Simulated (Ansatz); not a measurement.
# Na2Zr: the cost of one run

Computed with Ansatz 0.2.0 (DFT PBE, scalar-relativistic, plane waves, PAW, unless a step's input says otherwise).

### Step 1. Starting point

Symmetry: Fm-3m, No. 225, cubic system. Conventional cell: a = 6.090 Å, b = 6.090 Å, c = 6.090 Å, α = 90.00°, β = 90.00°, γ = 90.00°. Na (site symmetry -43m) is surrounded by 4 Zr at 2.64 Å. Zr (site symmetry m-3m) has 8 Na at 2.64 Å as nearest neighbours.

As a file:

```
CELL_PARAMETERS angstrom
0.00000 3.04484 3.04484
3.04484 0.00000 3.04484
3.04484 3.04484 0.00000
ATOMIC_POSITIONS crystal
Na 0.25000 0.25000 0.25000
Na 0.75000 0.75000 0.75000
Zr 0.00000 0.00000 0.00000
```

This is candidate A: fluorite type (Fm-3m, No. 225).

(A quick probe on a coarse mesh, which set the mesh and smearing, is not shown.)

### Step 3. Rough relaxation on the coarse mesh (candidate A)

Contents of input.yaml:

```yaml
crystal:
  lattice:
    - [0.0, 3.0448411002, 3.0448411002]
    - [3.0448411002, 0.0, 3.0448411002]
    - [3.0448411002, 3.0448411002, 0.0]
  atoms:
    - { symbol: Na, position: [0.25, 0.25, 0.25] }
    - { symbol: Na, position: [0.75, 0.75, 0.75] }
    - { symbol: Zr, position: [0.0, 0.0, 0.0] }
basis:
  ecutwfc: 420
kpoints:
  mp_grid: { grid: [6, 6, 6] }
hamiltonian:
  xc: pbe
scf:
  occupations: { method: gaussian, width: 0.1 }
  lower_state_search: "off"
output:
  forces: true
  stress: true
  eigenvalues: true
relax:
  adjacent_minimum: "off"
  f_tol: 0.04
  max_steps: 70
  cell: { stress_tol: 0.4 }
```

The run is started by

```sh
$ ansatz run input.yaml --threads 1 --pin off --max-ram 2560MiB --backend cpu --events-out ev --progress --plain --runs-dir out
```

Q: Estimate wall time and peak memory on 1 thread of Arm Neoverse V2, shared host.

About 12 s, with a peak of 0.35 GiB.
